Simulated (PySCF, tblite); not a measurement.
**C5H15NOSi2: geometry, infrared bands and NMR shifts**

Aim: predict the infrared bands and NMR shifts of C5H15NOSi2 (`CC/C=C/C[Si@H](O)N[SiH3]`).

The runs use tblite 0.8.0 and PySCF 2.14.0, with density-fitted response routines of our own; the level of theory stands in each step. All values are computed, except where a source is named. Atoms count from 0, in the outputs and in this text.

## (1) The starting structure

24 atoms, charge 0, multiplicity 1; geometry from: force field or distance geometry start.

Bonds of the start (Å): C0–C1 1.52, C1–C2 1.50, C2–C3 1.33, C3–C4 1.52, C4–Si5 1.88, Si5–O6 1.66, Si5–N7 1.68, N7–Si8 1.69, C0–H9 1.08, C0–H10 1.09, C0–H11 1.10, C1–H12 1.11, C1–H13 1.09, C2–H14 1.11, C3–H15 1.10, C4–H16 1.10, C4–H17 1.10, Si5–H18 1.48, O6–H19 0.97, N7–H20 1.01, Si8–H21 1.48, Si8–H22 1.48, Si8–H23 1.48.

## (2) Geometry optimisation with GFN2-xTB

The job: settings as JSON, then the geometry in Å.

```
{"job": {"kind": "relax", "xc": "GFN2-xTB", "basis": "xTB"}, "charge": 0, "multiplicity": 1}
C      3.118900     0.559200    -2.349100
C      1.960300    -0.310300    -1.876200
C      1.127300     0.394800    -0.848800
C      0.958400    -0.009800     0.406200
C      0.114300     0.701100     1.445000
Si    -1.346800    -0.288400     2.102800
O     -0.861800    -1.642900     2.921000
N     -2.289600    -0.977800     0.897100
Si    -3.279100     0.180400     0.165500
H      3.702300     0.027300    -3.090900
H      3.769500     0.836000    -1.522200
H      2.734400     1.480400    -2.807100
H      2.367000    -1.244300    -1.444400
H      1.338400    -0.592400    -2.721400
H      0.607600     1.307600    -1.192000
H      1.474500    -0.912600     0.768800
H      0.762500     0.975600     2.284700
H     -0.261100     1.642100     1.026800
H     -2.173200     0.522100     3.029200
H     -1.464700    -2.391700     2.814400
H     -1.682700    -1.360100     0.187000
H     -4.010200    -0.495500    -0.926900
H     -2.427900     1.252600    -0.409500
H     -4.250100     0.724700     1.147800
```

The run is started by

```
OMP_NUM_THREADS=1 python probes_run.py task.json out
```

The driver reads the jobs from task.json and runs them one after another.

**Question.** This job is followed by: GFN2-xTB harmonic vibrations, gas phase; GIAO PBE0/pcSseg-1 NMR shielding, non-relativistic, gas phase. What will the session give for the following? strongest single infrared mode (GFN2-xTB); zero-point energy (GFN2-xTB); ¹³C shifts against TMS (PBE0/pcSseg-1); ¹H shifts against TMS (PBE0/pcSseg-1, means over atoms taken as alike); ²⁹Si shifts against TMS (PBE0/pcSseg-1); ¹⁷O shifts against H2O (PBE0/pcSseg-1); ¹⁵N shifts against NH3 (PBE0/pcSseg-1).

As calculated:

| quantity | value |
| --- | --- |
| strongest single infrared mode (GFN2-xTB) | 2272 cm⁻¹, 628 km/mol |
| zero-point energy (GFN2-xTB) | 117.5 kcal/mol |
| ¹³C shifts against TMS (PBE0/pcSseg-1) | 140.9, 130.8, 32.7, 27.3, 18.1 ppm |
| ¹H shifts against TMS (PBE0/pcSseg-1, means over atoms taken as alike) | 5.85, 5.70, 5.11, 4.67, 2.22, 2.00, 1.83, 1.46, 1.38, 1.05, -0.04 ppm |
| ²⁹Si shifts against TMS (PBE0/pcSseg-1) | -17.4, -63.1 ppm |
| ¹⁷O shifts against H2O (PBE0/pcSseg-1) | 39.7 ppm |
| ¹⁵N shifts against NH3 (PBE0/pcSseg-1) | 19.0 ppm |

**Reading.** Over 148 steps the energy fell by 0.532 eV; of the close pairs, Si5–N7 changed most, 1.679 to 1.735 Å. No mode is imaginary among the 66: a minimum at this level. The strongest single mode, at 2272 cm⁻¹, moves mainly H23 and H18. Unscaled tight-binding wavenumbers are off by several per cent, some by more. Its intensities can rank the bands wrongly.
